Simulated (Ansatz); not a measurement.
# CH7NSi2: the cost of one run

Method: the settings change from run to run; program: Ansatz 0.2.0, Gaussian basis.

## 1. The relaxed structure

The geometry comes from an earlier relaxation with PBE0-D4 in a triple-zeta def2 set; it is a stationary point, not always the lowest conformer.

SMILES `[SiH3]C1N[SiH2]1`, 11 atoms, charge 0, spin multiplicity 1.

Atoms are counted from 1 here; the program's logs count them from 0.

Bond lengths: Si1–C2 1.859 Å, Si1–H5 1.487 Å, Si1–H6 1.490 Å, Si1–H7 1.490 Å, C2–N3 1.511 Å, C2–Si4 1.833 Å, C2–H8 1.090 Å, N3–Si4 1.727 Å, N3–H9 1.011 Å, Si4–H10 1.477 Å, Si4–H11 1.479 Å. Angles: C2–Si1–H5 110.5°, C2–Si1–H6 111.6°, C2–Si1–H7 108.9°, H5–Si1–H6 108.5°, H5–Si1–H7 109.7°, H6–Si1–H7 107.6°, Si1–C2–N3 119.8°, Si1–C2–Si4 119.7°, Si1–C2–H8 115.1°, N3–C2–Si4 61.3°, N3–C2–H8 111.9°, Si4–C2–H8 118.1°, C2–N3–Si4 68.6°, C2–N3–H9 114.8°, Si4–N3–H9 122.0°, C2–Si4–N3 50.1°, C2–Si4–H10 123.2°, C2–Si4–H11 118.3° and more.

## 2. B3LYP/def2-SVPD

Set apart from the defaults: charge -1, multiplicity 2, restricted open-shell orbitals, finite nuclei, a point charge of 1.00 e beside it, D3(BJ) with three-body dispersion, relativity set to none, the search for lower states set to full.

in.yaml reads:

```yaml
crystal:
  periodic: [false, false, false]
  atoms:
    - {symbol: Si, position_ang: [-1.091593, 1.117381, -0.245838]}
    - {symbol: C, position_ang: [-0.425489, -0.570183, 0.157927]}
    - {symbol: N, position_ang: [0.631506, -0.724597, 1.226875]}
    - {symbol: Si, position_ang: [1.278505, -1.017660, -0.347462]}
    - {symbol: H, position_ang: [-1.912719, 1.071109, -1.484722]}
    - {symbol: H, position_ang: [-1.933443, 1.653710, 0.861049]}
    - {symbol: H, position_ang: [0.051553, 2.053738, -0.436706]}
    - {symbol: H, position_ang: [-1.172158, -1.362967, 0.207529]}
    - {symbol: H, position_ang: [0.839331, 0.119852, 1.743152]}
    - {symbol: H, position_ang: [1.699626, -2.404378, -0.632583]}
    - {symbol: H, position_ang: [2.100182, 0.006896, -1.028621]}
basis:
  gaussian: {orbitals: def2-SVPD, nuclear_model: gaussian, point_charges: [{charge: 1.00, position_ang: [5.589, -0.970, -0.446]}]}
total_charge: -1
magnetization: {spin_polarized: false, initial_magnetization: 1}
hamiltonian: {xc: {name: B3LYP}, dispersion: d3bjatm, pseudopotentials: {relativity: none}}
scf: {lower_state_search: full}
```

Launch:

```bash
$ ansatz run in.yaml --threads 2 --pin off --events-out ev --progress --plain --max-ram 4352MiB
```

**Question.** How long does this run take on 2 threads of AMD EPYC 7B13, shared host, and how much memory does it need?

About 15 s, with a peak of 0.49 GiB.
